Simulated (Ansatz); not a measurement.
The system is Ta3AsAu2O13.

```
Ta As Au O
1.0
     5.72385   -0.00745   -0.00403
     1.30279    6.25499    0.00561
     0.27574    1.30074    8.36754
Ta As Au O
3 1 2 13
Direct
  0.21713 0.30521 0.58431
  0.03325 0.11123 0.99855
  0.58248 0.62145 0.50482
  0.58707 0.89691 0.83049
  0.58004 0.09228 0.18613
  0.04485 0.82077 0.44682
  0.66201 0.69726 0.71088
  0.51632 0.13418 0.69625
  0.85098 0.88773 0.91932
  0.34466 0.87003 0.94651
  0.73015 0.29240 0.03095
  0.24622 0.21809 0.11075
  0.12900 0.09398 0.49104
  0.48032 0.38887 0.43499
  0.05966 0.26685 0.78594
  0.93330 0.53240 0.45645
  0.49975 0.85161 0.34971
  0.25256 0.62988 0.62473
  0.91878 0.95175 0.22636
```

The cell was built by a generator and needn't be a form met in nature.

| Property | Result |
| --- | --- |
| Program | Ansatz 0.2.0 |
| Task | relaxation of cell and atoms |
| Functional | r2SCAN |
| Potentials or basis | Ansatz PAW |
| Cutoff | 500 eV (not typed: the program's choice for these potentials) |
| k mesh | 4 × 3 × 3 |
| Occupations | fermi-dirac, width 0.05 eV |
| Spin | no spin polarisation |

At the start: volume 15.77 Å³/atom.

Task: Where does the relaxation end?

Result: It ends after 8 steps and the volume is 15.12 Å³/atom (-4.1 %); space group P1 (No. 1, to 0.05 Å).

The path:
```tsv
step	energy change (eV)	largest force (eV/Å)	volume (Å³)
1	0.0000	0.6448	299.62
2	-0.1378	0.4695	286.81
3	-0.1536	0.1089	287.95
4	-0.1556	0.0473	287.74
5	-0.1567	0.0215	287.39
6	-0.1568	0.0311	287.37
7	-0.1569	0.0053	287.32
8	-0.1509	0.0055	287.32
```

Final structure:
```xyz
19
Lattice="5.6685 0.0337 0.0115 1.3350 6.1723 -0.0375 0.3049 1.2214 8.2153" Properties=species:S:1:pos:R:3 pbc="T T T"
Ta    1.8232    2.5970    4.7876
Ta    0.6321    1.9375    8.2199
Ta    4.2921    4.4356    4.1101
As    4.8016    6.5645    6.7950
Au    3.4431    0.8330    1.5544
Au    1.4794    5.6041    3.6377
O     4.9140    5.1702    5.8209
O     3.3303    1.6783    5.7179
O     6.3058    6.6451    7.5188
O     3.4300    6.5718    7.7561
O     4.4994    1.9020    0.2787
O     1.6889    1.5342    0.9519
O     1.0037    1.1667    4.0278
O     3.3890    2.9029    3.5338
O     0.9239    2.6377    6.4525
O     6.1644    3.8589    3.6990
O     4.0640    5.6684    2.8297
O     2.4640    4.6527    5.1101
O     6.5404    6.1964    1.8408
```

Caveat: the plane-wave basis is chosen anew once the cell has moved, so the energies of steps on either side of that aren't comparable; the PAW data sets come from PBE, with cores solved anew for the run's functional, which leaves a small shift of forces and pressure.
